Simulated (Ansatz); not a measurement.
# AlCl3FH: the cost of one run

Method: UKS BLYP-D4/cc-pVDZ, in Ansatz 0.2.0.

**1. Starting point**

Bond lengths: Al1–F2 2.114 Å, Al1–Cl3 2.011 Å, Al1–Cl4 2.011 Å, Al1–Cl6 2.604 Å. Angles: F2–Al1–Cl3 105.0°, F2–Al1–Cl4 105.5°, F2–Al1–Cl6 73.0°, Cl3–Al1–Cl4 139.9°, Cl3–Al1–Cl6 106.5°, Cl4–Al1–Cl6 106.8°.

As a file:

```xyz
6

Al   -0.2934   -0.6454    0.3198
F    -0.7980    1.3001   -0.3340
Cl   -0.9604   -1.8720   -1.1275
Cl   -0.2113   -0.5350    2.3259
H     0.3709    1.3091   -0.6000
Cl    1.8923    0.4431   -0.5843
```

**2. A restrained relaxation towards end A**

Springs on the bonds that form and break draw the guess towards this end; the thresholds are loose.

File input.yaml:

```yaml
crystal:
  periodic: [false, false, false]
  atoms:
    - { symbol: Al, position_ang: [-0.2934, -0.6454, 0.3198] }
    - { symbol: F, position_ang: [-0.798, 1.3001, -0.334] }
    - { symbol: Cl, position_ang: [-0.9604, -1.872, -1.1275] }
    - { symbol: Cl, position_ang: [-0.2113, -0.535, 2.3259] }
    - { symbol: H, position_ang: [0.3709, 1.3091, -0.6] }
    - { symbol: Cl, position_ang: [1.8923, 0.4431, -0.5843] }
magnetization:
  spin_polarized: true
basis:
  gaussian: { orbitals: cc-pVDZ }
hamiltonian:
  xc: blyp
  dispersion: d4
relax:
  f_tol: 0.15
  max_steps: 25
  restrain:
    - { distance: [0, 5], at: 3.53, k: 30.0 }
    - { distance: [4, 1], at: 2.18, k: 30.0 }
    - { distance: [0, 1], at: 1.78, k: 30.0 }
    - { distance: [4, 5], at: 1.33, k: 30.0 }
```

The run is started by

```sh
$ ansatz run input.yaml --threads 2 --pin off --max-ram 3072MiB --backend cpu --events-out ev --progress --plain --runs-dir out
```

**Question.** How long does this run take on 2 threads of Intel Xeon 6975P-C (Granite Rapids), shared host, and how much memory does it need?

About 17 s, with a peak of 0.2 GiB.
